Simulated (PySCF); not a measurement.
# GaH₃F−: geometry, NMR shifts, spin-spin couplings, electronic excitations and core binding energies

Aim: predict the NMR shifts, spin-spin couplings, electronic excitations and core binding energies of GaH₃F− (`[F][GaH3-]`).

The runs use PySCF 2.14.0, with density-fitted response routines of our own; the level of theory stands in each step. All values are computed, except where a source is named. Atoms are numbered from 0 throughout.

## 1. Starting geometry

5 atoms, charge -1, multiplicity 1; geometry from: GFN2-xTB.

Bonds of the start (Å): F0–Ga1 1.78, Ga1–H2 1.55, Ga1–H3 1.55, Ga1–H4 1.55.

## 2. Optimising the geometry at PBE0-D3(BJ)/def2-SVP

Job settings and geometry (Å):

```
{"job": {"xc": "PBE0", "basis": "def2-SVP", "d3": "d3bj", "grid": 1, "kind": "geom"}, "charge": -1, "multiplicity": 1}
F      1.656089    -0.134265     0.296635
Ga    -0.088823     0.007924    -0.019940
H     -0.808762    -0.424560     1.288560
H     -0.351215     1.498866    -0.373897
H     -0.398667    -0.945113    -1.208543
```

The program printed:

```text
step   0  E = -2025.87925624  max force = 0.024825
step   1  E = -2025.88267640  max force = 0.017954
step   2  E = -2025.88404795  max force = 0.006454
step   3  E = -2025.88418396  max force = 0.000799
step   4  E = -2025.88419314  max force = 0.000282
optimisation converged
```

Wall time 4.5 s (1 thread, shared host).

The steps of the relaxation:

| step | energy from step 0 (eV) | largest force component (eV/Å) |
| --- | --- | --- |
| 0 | 0.0000 | 1.2766 |
| 1 | -0.0931 | 0.9232 |
| 2 | -0.1304 | 0.3319 |
| 3 | -0.1341 | 0.0411 |
| 4 | -0.1343 | 0.0145 |

Distances of close pairs at the start and the end, largest changes first:

| bond | before (Å) | after (Å) | change (Å) |
| --- | --- | --- | --- |
| Ga1–H4 | 1.555 | 1.625 | +0.070 |
| Ga1–H2 | 1.555 | 1.625 | +0.070 |
| Ga1–H3 | 1.555 | 1.625 | +0.070 |
| F0–Ga1 | 1.779 | 1.830 | +0.051 |

The end geometry stands in the next job.

| at the end point | value |
| --- | --- |
| point group (found at 0.08 Å tolerance) | C3v |
| rotational constants (GHz, main isotopes) | 69.391, 9.064, 9.064 |

## 3. Shielding tensors: PBE0/pcSseg-1

Job settings and geometry (Å):

```
{"job": {"kind": "nmr", "xc": "PBE0", "basis": "pcSseg-1"}, "charge": -1, "multiplicity": 1}
F      1.720125    -0.115490     0.318398
Ga    -0.074100     0.006092    -0.019831
H     -0.849753    -0.448689     1.333638
H     -0.384831     1.555261    -0.397982
H     -0.403081    -0.990327    -1.260859
```

Method: GIAO PBE0/pcSseg-1 NMR shielding, non-relativistic, gas phase.

The program printed:

```text
coarse grid: 20136 points
cycle   1  E = -2025.8879323237  dE = -7.851e-01  |g| = 1.091e+00  |ddm| = 1.914e+00
cycle   2  E = -2025.6888562935  dE =  1.991e-01  |g| = 1.591e+00  |ddm| = 1.648e+00
cycle   3  E = -2026.0018097167  dE = -3.130e-01  |g| = 2.154e-01  |ddm| = 1.202e+00
cycle   4  E = -2026.0083781161  dE = -6.568e-03  |g| = 6.540e-02  |ddm| = 1.473e-01
cycle   5  E = -2026.0087781765  dE = -4.001e-04  |g| = 1.091e-02  |ddm| = 4.267e-02
cycle   6  E = -2026.0087967708  dE = -1.859e-05  |g| = 1.250e-03  |ddm| = 1.196e-02
cycle   7  E = -2026.0087970948  dE = -3.240e-07  |g| = 7.240e-05  |ddm| = 1.629e-03
final grid: 41016 points
cycle   8  E = -2026.0087627007  dE = -1.364e-08  |g| = 3.801e-05  |ddm| = 3.319e-04
cycle   9  E = -2026.0087627010  dE = -2.515e-10  |g| = 3.068e-05  |ddm| = 7.476e-05
converged SCF energy = -2026.0087627010

GIAO shielding tensors (ppm)
atom      isotropic    diamagn.    paramagn.     s11        s22        s33       span
  0 F      451.185     478.995     -27.810    421.897    465.621    466.038     44.141
  1 Ga    1533.717    2636.599   -1102.882   1463.261   1463.495   1674.395    211.134
  2 H       26.993      28.543      -1.550     21.484     23.362     36.134     14.650
  3 H       26.995      28.547      -1.552     21.481     23.365     36.140     14.659
  4 H       26.990      28.537      -1.546     21.489     23.354     36.127     14.638
```

Run time: 2.4 s. Hardware: 1 thread, shared host.

The references, computed at this level on geometries of the same kind, shield at (ppm): 1H TMS 31.27, 19F CFCl3 177.2, 71Ga GaH4- 1710. Their shielding less the atom's gives the shift. The references are single molecules in the gas phase, so shifts against H2O, NH3, PH3, H3PO4 or CFCl3 are not on the usual liquid scales and can be off by tens of ppm. Shifts against hydride references such as AlH4− lie on their own scale. Atoms listed in one row are averaged.

| atoms | environment | σ (ppm) | δ (ppm) |
| --- | --- | --- | --- |
| H2, H3, H4 | hydrogen on a Ga bonded to F | 26.99 | 4.27 |
| F0 | fluorine bonded to Ga | 451.2 | -273.9 |
| Ga1 | Ga bonded to F, 3 H | 1534 | 176 |

Charges from the same density, by scheme (e):

| atoms | Mulliken | IAO | Hirshfeld | ESP fit |
| --- | --- | --- | --- | --- |
| F0 | -0.60 | -0.63 | -0.42 | -0.52 |
| Ga1 | 0.54 | 0.32 | 0.12 | 0.64 |

Mayer bond orders: F0–Ga1 0.68.

## 4. Indirect couplings: B3LYP/pcSseg-1+pcJ-1

Job settings and geometry (Å):

```
{"job": {"kind": "j", "xc": "B3LYP", "basis": "pcJ-1"}, "charge": -1, "multiplicity": 1}
F      1.720125    -0.115490     0.318398
Ga    -0.074100     0.006092    -0.019831
H     -0.849753    -0.448689     1.333638
H     -0.384831     1.555261    -0.397982
H     -0.403081    -0.990327    -1.260859
```

Level: B3LYP/pcJ-1 Ga:pcSseg-1 indirect spin-spin coupling, non-relativistic, gas phase.

The program printed:

```text
coarse grid: 20136 points
cycle   1  E = -2026.3016623250  dE = -7.616e-01  |g| = 1.176e+00  |ddm| = 1.850e+00
cycle   2  E = -2026.0026107868  dE =  2.991e-01  |g| = 1.859e+00  |ddm| = 1.935e+00
cycle   3  E = -2026.4262606599  dE = -4.236e-01  |g| = 2.916e-01  |ddm| = 1.498e+00
cycle   4  E = -2026.4378807985  dE = -1.162e-02  |g| = 7.831e-02  |ddm| = 1.929e-01
cycle   5  E = -2026.4384344476  dE = -5.536e-04  |g| = 1.397e-02  |ddm| = 5.356e-02
cycle   6  E = -2026.4384704808  dE = -3.603e-05  |g| = 1.911e-03  |ddm| = 1.669e-02
cycle   7  E = -2026.4384711906  dE = -7.098e-07  |g| = 1.299e-04  |ddm| = 2.408e-03
final grid: 41016 points
cycle   8  E = -2026.4384275058  dE = -2.247e-08  |g| = 1.370e-04  |ddm| = 4.000e-04
cycle   9  E = -2026.4384275048  dE =  1.071e-09  |g| = 1.996e-04  |ddm| = 2.079e-04
cycle  10  E = -2026.4384275085  dE = -3.769e-09  |g| = 1.252e-05  |ddm| = 9.539e-05
cycle  11  E = -2026.4384275086  dE = -3.547e-11  |g| = 6.529e-06  |ddm| = 1.968e-05
converged SCF energy = -2026.4384275086

Indirect spin-spin couplings (Hz)
  i      j    bonds     total        FC       PSO       DSO        SD
  0 F    2 H    2     40.359    42.583     0.569    -2.354    -0.439
  0 F    3 H    2     40.561    42.785     0.560    -2.345    -0.438
  0 F    4 H    2     39.893    42.122     0.588    -2.375    -0.441
  2 H    3 H    2     19.058    21.913     0.826    -3.693     0.012
  2 H    4 H    2     19.156    21.998     0.823    -3.677     0.012
  3 H    4 H    2     19.122    21.967     0.824    -3.681     0.012
```

It took 3.8 s on 1 thread, shared host.

A choice of the couplings up to four bonds, sorted by the number of bonds, with means over like pairs; isotopes 19F, 1H:

| pair | bonds | J (Hz) | Fermi contact (Hz) |
| --- | --- | --- | --- |
| F0–H2 | 2 | 40.3 | 42.5 |
| H2–H3 | 2 | 19.1 | 22.0 |

The response was solved for the nuclei of F, H alone, so couplings that need other nuclei can be missing.

Quadrupole couplings from the field gradients of the same density:

| atom | isotope | eQq/h (MHz) | η |
| --- | --- | --- | --- |
| Ga1 | 69Ga | 38.7 | 0.01 |

Joined with the shifts from before (PBE0/pcSseg-1, unscaled), the couplings predict the line list below for 400 MHz. Couplings to quadrupolar nuclei are left out.

1H NMR δ 4.27 (br, 3H).

## 5. Ultraviolet spectrum: CAM-B3LYP/def2-SVPD

Job settings and geometry (Å):

```
{"job": {"kind": "uv", "xc": "CAM-B3LYP", "basis": "def2-SVPD", "ip": true}, "charge": -1, "multiplicity": 1}
F      1.720125    -0.115490     0.318398
Ga    -0.074100     0.006092    -0.019831
H     -0.849753    -0.448689     1.333638
H     -0.384831     1.555261    -0.397982
H     -0.403081    -0.990327    -1.260859
```

With the program's defaults for keys left out, this is: TDDFT CAM-B3LYP/def2-SVPD, vertical, gas phase, core orbitals frozen in the response.

The program printed:

```text
coarse grid: 20136 points
cycle   1  E = -2026.2663478525  dE = -8.077e-01  |g| = 7.351e-01  |ddm| = 2.009e+00
cycle   2  E = -2026.1652369776  dE =  1.011e-01  |g| = 1.135e+00  |ddm| = 1.138e+00
cycle   3  E = -2026.3566783242  dE = -1.914e-01  |g| = 7.482e-02  |ddm| = 6.552e-01
cycle   4  E = -2026.3573068240  dE = -6.285e-04  |g| = 3.604e-02  |ddm| = 7.313e-02
cycle   5  E = -2026.3574723261  dE = -1.655e-04  |g| = 3.558e-03  |ddm| = 2.964e-02
cycle   6  E = -2026.3574761263  dE = -3.800e-06  |g| = 7.224e-04  |ddm| = 1.169e-02
final grid: 41016 points
cycle   7  E = -2026.3574425298  dE = -8.470e-08  |g| = 7.826e-04  |ddm| = 1.724e-03
cycle   8  E = -2026.3574424947  dE =  3.506e-08  |g| = 1.012e-03  |ddm| = 1.401e-03
cycle   9  E = -2026.3574426069  dE = -1.122e-07  |g| = 5.374e-05  |ddm| = 6.066e-04
cycle  10  E = -2026.3574426074  dE = -4.684e-10  |g| = 2.408e-05  |ddm| = 4.924e-05
converged SCF energy = -2026.3574426074

Static polarisability (au): isotropic 47.534, principal 42.669 49.966 49.968

Singlet excitations
state   eV       nm        f      main configurations
  1   5.8443    212.1   0.10781   H->L 0.96
  2   5.8450    212.1   0.10775   H-1->L 0.96
  3   6.4394    192.5   0.00023   H->L+1 0.91
  4   6.4409    192.5   0.00026   H-1->L+1 0.91
  5   7.1778    172.7   0.00000   H->L+2 0.42, H-1->L+3 0.42
  6   7.6554    162.0   0.00156   H-1->L+2 0.46, H->L+3 0.41
  7   7.6751    161.5   0.15490   H->L+3 0.46, H-1->L+2 0.41, H->L+4 0.10
  8   7.6756    161.5   0.15531   H-1->L+3 0.44, H->L+2 0.43, H-1->L+4 0.10
  9   8.1239    152.6   0.31363   H->L+4 0.47, H->L+6 0.15, H-1->L+5 0.15
 10   8.1252    152.6   0.31387   H-1->L+4 0.47, H->L+5 0.16, H-1->L+6 0.15

Triplet excitations (Tamm-Dancoff, eV): 5.6694 5.6704 6.1160 6.1178
Vertical ionisation energy (delta-SCF) = 4.8358 eV
```

Wall time 6.2 s (1 thread, shared host).

Frontier orbitals and where they lie:

| orbital | eV | atoms |
| --- | --- | --- |
| HOMO−3 | -6.47 | F0 89 %, Ga1 8 % |
| HOMO−2 | -6.21 | F0 52 %, Ga1 25 %, H4 8 % |
| HOMO−1 | -3.77 | Ga1 37 %, H2 30 %, H3 20 % |
| HOMO | -3.77 | Ga1 37 %, H4 33 %, H3 16 % |
| LUMO | 4.60 | Ga1 86 %, H4 4 %, H2 4 % |
| LUMO+1 | 6.02 | Ga1 59 %, F0 13 %, H4 9 % |
| LUMO+2 | 6.67 | Ga1 83 %, H4 8 %, H2 4 % |

With each of the 10 states as a Gaussian band of 0.4 eV half-width at 1/e, the curve within the window shown has maxima at 212 nm (ε 8,700), 154 nm (ε 30,000) L/(mol cm). Beyond the last state computed it falls off for lack of states. The curve at chosen wavelengths:

nm, ε (L/mol/cm) and a bar:
```
      147      14817 ###############
      151      26692 ###########################
      154      29794 ##############################
      158      25946 ##########################
      161      20544 #####################
      165      12918 #############
      168       7878 ########
      172       3233 ###
      175       1392 #
      179        372 
      183        127 
      186        172 
      190        526 
      193       1133 #
      197       2565 ##
      200       4079 ####
      204       6310 ######
      208       8079 ########
      211       8691 #########
      215       8368 ########
      218       7417 #######
      222       5650 ######
      225       4272 ####
      229       2686 ###
      232       1782 ##
      236        958 #
```

Further results of this job:

| property | computed |
| --- | --- |
| polarisability (Å³) | 7.04 |
| HOMO–LUMO gap (eV) | 8.37 |
| −ε(HOMO) (eV) | 3.77 |

## 6. Nuclear shieldings: wB97X-D/pcSseg-2

Job settings and geometry (Å):

```
{"job": {"kind": "nmr", "xc": "wB97X-D", "basis": "pcSseg-2", "pop": false}, "charge": -1, "multiplicity": 1}
F      1.720125    -0.115490     0.318398
Ga    -0.074100     0.006092    -0.019831
H     -0.849753    -0.448689     1.333638
H     -0.384831     1.555261    -0.397982
H     -0.403081    -0.990327    -1.260859
```

Method: GIAO wB97X-D/pcSseg-2 NMR shielding, non-relativistic, gas phase.

The program printed:

```text
coarse grid: 20136 points
cycle   1  E = -2026.5723868462  dE = -8.728e-01  |g| = 1.196e+00  |ddm| = 1.400e+00
cycle   2  E = -2026.4688908708  dE =  1.035e-01  |g| = 1.567e+00  |ddm| = 9.090e-01
cycle   3  E = -2026.7019060577  dE = -2.330e-01  |g| = 8.162e-02  |ddm| = 5.228e-01
cycle   4  E = -2026.7029646548  dE = -1.059e-03  |g| = 3.183e-02  |ddm| = 7.184e-02
cycle   5  E = -2026.7030888959  dE = -1.242e-04  |g| = 1.022e-02  |ddm| = 2.001e-02
cycle   6  E = -2026.7031035535  dE = -1.466e-05  |g| = 1.463e-03  |ddm| = 1.460e-02
cycle   7  E = -2026.7031040056  dE = -4.522e-07  |g| = 3.481e-04  |ddm| = 2.608e-03
final grid: 41016 points
cycle   8  E = -2026.7032978404  dE = -5.501e-07  |g| = 8.712e-04  |ddm| = 1.577e-03
cycle   9  E = -2026.7032977941  dE =  4.625e-08  |g| = 1.121e-03  |ddm| = 5.873e-04
cycle  10  E = -2026.7032979140  dE = -1.199e-07  |g| = 5.243e-05  |ddm| = 3.184e-04
cycle  11  E = -2026.7032979143  dE = -2.228e-10  |g| = 3.929e-05  |ddm| = 3.806e-05
cycle  12  E = -2026.7032979144  dE = -1.369e-10  |g| = 4.920e-06  |ddm| = 1.373e-05
converged SCF energy = -2026.7032979144

GIAO shielding tensors (ppm)
atom      isotropic    diamagn.    paramagn.     s11        s22        s33       span
  0 F      453.343     473.817     -20.474    417.000    471.407    471.623     54.622
  1 Ga    1534.270    2634.970   -1100.700   1461.004   1461.238   1680.568    219.564
  2 H       26.996      28.289      -1.293     21.498     23.447     36.045     14.547
  3 H       26.999      28.292      -1.293     21.495     23.451     36.051     14.557
  4 H       26.994      28.283      -1.289     21.504     23.438     36.040     14.536
```

It took 6.4 s on 1 thread, shared host.

In short: δ F0 -266.9, Ga1 178, H2 4.36 ppm (means over like atoms).

## 7. X-ray photoelectron lines: SCAN, X2C

Job settings and geometry (Å):

```
{"job": {"kind": "xps"}, "charge": -1, "multiplicity": 1}
F      1.720125    -0.115490     0.318398
Ga    -0.074100     0.006092    -0.019831
H     -0.849753    -0.448689     1.333638
H     -0.384831     1.555261    -0.397982
H     -0.403081    -0.990327    -1.260859
```

Method: delta-SCF UKS SCAN, pcX-2 on the ionised atom, pcseg-1 elsewhere, spin-free X2C.

The program printed:

```text
ground state, core basis on atom 0 (F), 87 functions
  cycle   1  E = -2041.42289625  |g| = 7.83e-01
  cycle   2  E = -2040.90974085  |g| = 1.95e+00
  cycle   3  E = -2041.52437631  |g| = 8.06e-02
  cycle   4  E = -2041.52599322  |g| = 4.07e-02
  cycle   5  E = -2041.52627912  |g| = 8.08e-03
  cycle   6  E = -2041.52629090  |g| = 2.39e-03
  cycle   7  E = -2041.52629132  |g| = 2.77e-04
  E(ground) = -2041.77716806 Eh
hole in F 1s of atom 0
  cycle   1  E = -2015.46550135  |g| = 2.59e+00
  cycle   2  E = -2015.49565483  |g| = 2.10e+00
  cycle   3  E = -2016.35628075  |g| = 2.23e-01
  cycle   4  E = -2016.36716875  |g| = 3.55e-02
  cycle   5  E = -2016.36779607  |g| = 1.66e-02
  cycle   6  E = -2016.36797516  |g| = 3.44e-03
  cycle   7  E = -2016.36797802  |g| = 8.16e-04
  cycle   8  E = -2016.36798091  |g| = 1.63e-04
  E(ion) = -2016.62627300 Eh   <S^2> = 0.7568   hole on atom = 1.000   binding energy = 684.391 eV
```

Run time: 1.7 s. Hardware: 1 thread, shared host.

Binding energies by hole, beside the orbital energy of the ground state; the difference holds orbital relaxation and, for a density functional, its self-interaction error:

| hole | stands for | environment | ΔSCF (eV) | −ε (eV) | ⟨S²⟩ |
| --- | --- | --- | --- | --- | --- |
| F1s on F0 | F0 | fluorine bonded to Ga | 684.39 | 658.7 | 0.757 |

## 8. Run by run: NMR shifts

Shifts (ppm), means over like atoms, with basis size and wall time:

| run | H2 | F0 | Ga1 | functions | time |
| --- | --- | --- | --- | --- | --- |
| PBE0/pcSseg-1 | 4.27 | -273.9 | 176 | 73 | 2.4 s |
| wB97X-D/pcSseg-2 | 4.36 | -266.9 | 178 | 141 | 6.4 s |

## 9. Summary of results

| quantity | value |
| --- | --- |
| point group | C3v |
| rotational constants (main isotopes) | 69.39, 9.06, 9.06 GHz |
| 1H shifts against TMS (PBE0/pcSseg-1, means over atoms taken as alike) | 4.27 ppm |
| 19F shifts against CFCl3 (PBE0/pcSseg-1) | -273.9 ppm |
| 71Ga shifts against GaH4- (PBE0/pcSseg-1) | 176 ppm |
| largest coupling of the table (B3LYP/pcSseg-1+pcJ-1) | 2J(F,H) F0–H2, 40.3 Hz |
| lowest singlet (CAM-B3LYP/def2-SVPD) | 5.84 eV (212 nm), f = 0.108 |
| brightest single state of those computed | state 10, 8.13 eV, f = 0.314 |
| lowest triplet | 5.67 eV |
| vertical ionisation energy (ΔSCF) | 4.84 eV |
| F1s binding energies, SCAN/pcX-2 | F0 684.39 eV |
| range of the shift of F0 | -273.9 to -266.9 ppm |

The optimisation took 4 steps and gained 0.134 eV; among the close pairs (by a distance rule), Ga1–H4 changed most, from 1.555 to 1.625 Å. At PBE0/pcSseg-1: The largest span, 211 ppm, is at Ga1, where the paramagnetic term is -1103 ppm. In the run at B3LYP/pcSseg-1+pcJ-1, the largest coupling of the table is F0–H2 (mean over like pairs), 40.3 Hz, of which the Fermi-contact term gives 42.5 Hz. The first singlet state (HOMO→LUMO 0.96) lies at 5.84 eV and is bright; of the 10 states computed, the strongest absorption comes from states 9 to 10 together at 8.13 eV (the last computed, so partners may be missing). The lowest triplet lies 0.17 eV below the lowest singlet (triplets in Tamm-Dancoff, singlets in full TDDFT). In the gas-phase run even the lowest singlet lies above the computed detachment energy of this anion, so its states are not to be taken as bound. At CAM-B3LYP/def2-SVPD, all states lie near or above the ionisation energy, where they hang on the basis. ΔSCF puts the ionisation energy at 4.84 eV, 1.07 eV above −ε(HOMO). Across the 2 runs the shift of F0 moves most, between -273.9 (PBE0/pcSseg-1) and -266.9 ppm (wB97X-D/pcSseg-2). Spin-orbit coupling is left out, which matters for shieldings and couplings at and beside the heavy atoms.
